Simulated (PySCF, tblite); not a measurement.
# C₅H₈F₃NSi: geometry, infrared bands and NMR shifts

Wanted: the infrared bands and NMR shifts of C₅H₈F₃NSi (`CN([SiH3])CC#CC(F)(F)F`), by calculation.

The runs use tblite 0.8.0 and PySCF 2.14.0, with density-fitted response routines of our own; the level of theory stands in each step. All values are computed, except where a source is named. Atoms are numbered from 0 throughout.

**1. Starting geometry**

18 atoms, charge 0, multiplicity 1; geometry from: force field or distance geometry start.

Bonds of the start (Å): C0–N1 1.41, N1–Si2 1.75, N1–C3 1.41, C3–C4 1.45, C4–C5 1.19, C5–C6 1.49, C6–F7 1.37, C6–F8 1.38, C6–F9 1.40, C0–H10 1.11, C0–H11 1.14, C0–H12 1.10, Si2–H13 1.46, Si2–H14 1.47, Si2–H15 1.49, C3–H16 1.13, C3–H17 1.14.

**2. Optimising the geometry with GFN2-xTB**

Job settings and geometry (Å):

```
{"job": {"kind": "relax", "xc": "GFN2-xTB", "basis": "xTB"}, "charge": 0, "multiplicity": 1}
C     -1.640400    -0.871400    -1.146200
N     -1.467200    -0.180300     0.071800
Si    -1.800400     1.541700     0.046000
C     -0.507600    -0.632400     0.994800
C      0.861000    -0.443100     0.552100
C      1.983800    -0.276000     0.185300
C      3.397000    -0.066000    -0.235000
F      3.377200     0.693600    -1.380900
F      4.063700    -1.243200    -0.483500
F      4.088100     0.572100     0.801300
H     -1.321700    -1.925400    -1.033500
H     -2.757800    -0.930700    -1.372100
H     -1.074800    -0.436400    -1.978500
H     -1.111400     2.319200     1.078300
H     -1.532600     2.164000    -1.255300
H     -3.256300     1.732100     0.269600
H     -0.643300    -0.252600     2.054100
H     -0.665900    -1.759000     1.113500
```

Run with:

```
$ OMP_NUM_THREADS=1 python probes_run.py task.json out
```

The driver reads the jobs from task.json and runs them one after another.

**Question.** This job is followed by: GFN2-xTB harmonic vibrations, gas phase; GIAO PBE0/pcSseg-1 NMR shielding, non-relativistic, gas phase. Predict these results of the whole session: strongest single infrared mode (GFN2-xTB); zero-point energy (GFN2-xTB); ¹³C shifts against TMS (PBE0/pcSseg-1); ¹H shifts against TMS (PBE0/pcSseg-1, means over atoms taken as alike); ¹⁵N shifts against NH3 (PBE0/pcSseg-1); ²⁹Si shifts against TMS (PBE0/pcSseg-1); ¹⁹F shifts against CFCl3 (PBE0/pcSseg-1, means over atoms taken as alike); surface potential, 1st and 99th percentile.

The runs gave:

| quantity | value |
| --- | --- |
| strongest single infrared mode (GFN2-xTB) | 822 cm⁻¹, 408 km/mol |
| zero-point energy (GFN2-xTB) | 73.8 kcal/mol |
| ¹³C shifts against TMS (PBE0/pcSseg-1) | 124.0, 94.4, 78.1, 44.8, 39.7 ppm |
| ¹H shifts against TMS (PBE0/pcSseg-1, means over atoms taken as alike) | 4.65, 3.78, 2.76 ppm |
| ¹⁵N shifts against NH3 (PBE0/pcSseg-1) | 20.0 ppm |
| ²⁹Si shifts against TMS (PBE0/pcSseg-1) | -43.4 ppm |
| ¹⁹F shifts against CFCl3 (PBE0/pcSseg-1, means over atoms taken as alike) | -62.0 ppm |
| surface potential, 1st and 99th percentile | -0.63 V and 1.24 V |

**Reading.** Relaxing lowered the energy by 0.599 eV in 109 steps; the close pair that moved most is C6–F9, from 1.400 to 1.344 Å. All 48 modes are real, so the xTB geometry is a minimum. The strongest single mode, at 822 cm⁻¹, moves mainly H13, H14 and H15. Unscaled tight-binding wavenumbers are off by several per cent, some by more. Its intensities can rank the bands wrongly.
